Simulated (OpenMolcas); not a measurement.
# Pr³⁺ among point charges: CASSCF levels and susceptibility

How does a field of 3 point charges split the states of Pr³⁺, and what χT follows?

Program: OpenMolcas 26.06. Level of theory: state-averaged CASSCF, spin-orbit coupling by RASSI with atomic mean-field integrals. These are calculated values, not measurements, unless marked.

## (1) What is computed

| Quantity | Value |
| --- | --- |
| Species | Pr³⁺ (praseodymium, Z = 59, 56 electrons) |
| Basis | ANO-RCC-VTZP [8s7p5d3f2g1h], 104 functions |
| Scalar Hamiltonian | DKH2, point nucleus |
| Inactive shells | 1s 2s 2p 3s 3p 3d 4s 4p 4d 5s 5p |
| Active space | 2 electrons in 7 orbitals (4f) |
| Some configurations of this space | 4f² |
| Orbitals | optimised for the highest spin of each parity, averaged over all roots |

The outer shells:

4f2
```
4f [↑ ][↑ ][  ][  ][  ][  ][  ]
```

The ion sits among 3 point charges of -2 e arranged as a planar triangle (D3h), 2.8 Å from the ion.

The work runs as a chain of OpenMolcas steps in one folder; each step below is one input file. Labels, J, g values, rates, χT and fits are worked out afterwards by a script from the matrices that RASSI stores.

## (2) One- and two-electron integrals

Input file a.inp:

```
&GATEWAY
Coord
1

Pr 0.0 0.0 0.0
Basis=ANO-RCC-VTZP
Group=NoSym
NoMove
AngMom=0.0 0.0 0.0
AMFI
XField
3 Angstrom 0
2.800000 0.000000 0.000000 -2.000000
-1.400000 2.424871 0.000000 -2.000000
-1.400000 -2.424871 0.000000 -2.000000
&SEWARD
```

Run with:

```sh
$ OMP_NUM_THREADS=1 MOLCAS_MEM=2252 MOLCAS_PROJECT=a pymolcas a.inp > a.log
```

## (3) CASSCF: triplets, 21 roots

Input file a.inp:

```
&RASSCF
FileOrb=start.orb
Symmetry=1
Spin=3
nActEl=2 0 0
Inactive=27
Ras2=7
CIRoot=21 21 1
SDav=21
CIMx=300
Iter=120 100
PrWF=0.3
OrbListing=Nothing
MaxOrb=0
>>> COPY $Project.JobIph JOB001
```

start.orb holds the contracted functions of the basis, ordered by shell, or the orbitals of the step before.

## (4) CASSCF: singlets, 28 roots

Input file a.inp:

```
&RASSCF
FileOrb=start.orb
Symmetry=1
Spin=1
nActEl=2 0 0
Inactive=27
Ras2=7
CIRoot=28 28 1
SDav=28
CIMx=300
Iter=120 100
PrWF=0.3
OrbListing=Nothing
MaxOrb=0
CIOnly
>>> COPY $Project.JobIph JOB002
```

## (5) State interaction with spin-orbit coupling

Input file a.inp:

```
&RASSI
NrOfJobIphs=2 21 27
1 2 3 4 5 6 7 8 9 10 11 12 13 14 15 16 17 18 19 20 21
1 2 3 4 5 6 7 8 9 10 11 12 13 14 15 16 17 18 19 20 21 22 23 24 25 26 27
IphNames
JOB001
JOB002
EJob
SpinOrbit
DIPRint=1.0
SOCoupling=1000.0
Subsets=2
Property=9
'ANGMOM' 1 'ANGMOM' 2 'ANGMOM' 3 'MLTPL  1' 1 'MLTPL  1' 2 'MLTPL  1' 3
'AMFI' 1 'AMFI' 2 'AMFI' 3
SOProperty=3
'ANGMOM' 1 'ANGMOM' 2 'ANGMOM' 3
```

**Question.** What will these runs give? Wanted: spin-free ground state; first state of the same spin within the active space; lowest level; next level.

The runs gave:

```
                                            quantity                            value
                                              method                           CASSCF
                              spin-free ground state  3A2, 1-fold in its orbital part
first state of the same spin within the active space                  3E at 78.1 cm⁻¹
                                        lowest level                        1-fold A1
                                          next level                       104.4 cm⁻¹
                                         χT at 300 K                   1.50 cm³ K/mol
                           effective moment at 300 K                          3.46 μB
```

**Reading.** The spin-free ground state (3A2) comes to 99 % from free-ion H terms and keeps the highest spin of the shell. The singlets rest on orbitals optimised for another spin in at least one step, which raises them against the optimised states. Not all states of the active space went into the spin-orbit step. Point charges carry no covalency, so the field is a model and not that of real ligands.
